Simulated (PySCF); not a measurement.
# Cl3DyH2O (Dy(Cl)3(H2O)): the cost of one run

Method: several levels, as the steps say, no spin–orbit coupling; program: PySCF 2.14.0.

1 further run of the same task is left out (for a known fault of the program).

### 1 The system as given

7 atoms, charge 0, spin multiplicity 1.

Bond lengths: Dy1–Cl2 2.492 Å, Dy1–Cl3 2.482 Å, Dy1–Cl4 2.488 Å, Dy1–O5 2.363 Å, O5–H6 0.967 Å, O5–H7 0.966 Å. Angles: Cl2–Dy1–Cl3 118.5°, Cl2–Dy1–Cl4 120.3°, Cl2–Dy1–O5 90.5°, Cl3–Dy1–Cl4 117.1°, Cl3–Dy1–O5 103.7°, Cl4–Dy1–O5 96.3°, Dy1–O5–H6 121.7°, Dy1–O5–H7 127.8°, H6–O5–H7 107.8°.

As a file:

```xyz
7
Cl3DyH2O
Dy    0.0177   -0.0328    0.0250
Cl    1.1066    1.9169    1.1307
Cl   -1.6532   -1.3409    1.3123
Cl    1.1343   -1.1828   -1.8781
O    -1.3013    1.4216   -1.2896
H    -1.2743    2.3806   -1.1685
H    -1.6978    1.2435   -2.1524
```

Formal oxidation states: Dy +3. Each metal's 9 4f electrons lie in its core potential, so multiplicities, spins and levels count the valence alone. An earlier session relaxed this geometry at PBE0, Dy lcecp-1-SVP with ECP55, Cl def2-SVP, O def2-SVP, H def2-SVP (singlet, point group C1).

At PBE0 on the finer grid: E = -1493.384918 Eh, HOMO -8.43 eV, LUMO -1.42 eV, Mulliken charge on Dy1 +0.86 e, largest force component 0.010 eV/Å. 

Levels to run: r2SCAN; wB97X; PBE0, TZVP. Hardware: 2 threads of Arm Neoverse V1, shared host.

### 2 r2SCAN

run.py (the lines that set the calculation)

```python
mol = gto.M(atom='''
Dy     0.01772    -0.03284     0.02503
Cl     1.10663     1.91686     1.13070
Cl    -1.65319    -1.34086     1.31231
Cl     1.13428    -1.18284    -1.87810
O     -1.30125     1.42155    -1.28959
H     -1.27429     2.38061    -1.16846
H     -1.69784     1.24354    -2.15240''',
    basis={'Dy': 'lcecp-1-SVP', 'Cl': 'def2-SVP', 'O': 'def2-SVP', 'H': 'def2-SVP'},
    ecp={'Dy': 'lcecp-1-SVP'},
    charge=0, spin=0)
mf = dft.RKS(mol, xc='R2SCAN')
mf.grids.atom_grid = (75, 302)  # f atoms: unpruned, at least (60, 302)
mf = mf.density_fit()  # fitting sets: Dy AutoAux, Cl def2-universal-JKFIT, O def2-universal-JKFIT, H def2-universal-JKFIT
mf.conv_tol = 1e-08; mf.max_cycle = 55
mf.kernel(dm0)  # dm0: the density of the relaxed state
```

On the command line:

```
$ OMP_NUM_THREADS=2 python run.py
```

**Question.** How long does this run take on 2 threads of Arm Neoverse V1, shared host?

About 8.5 s.
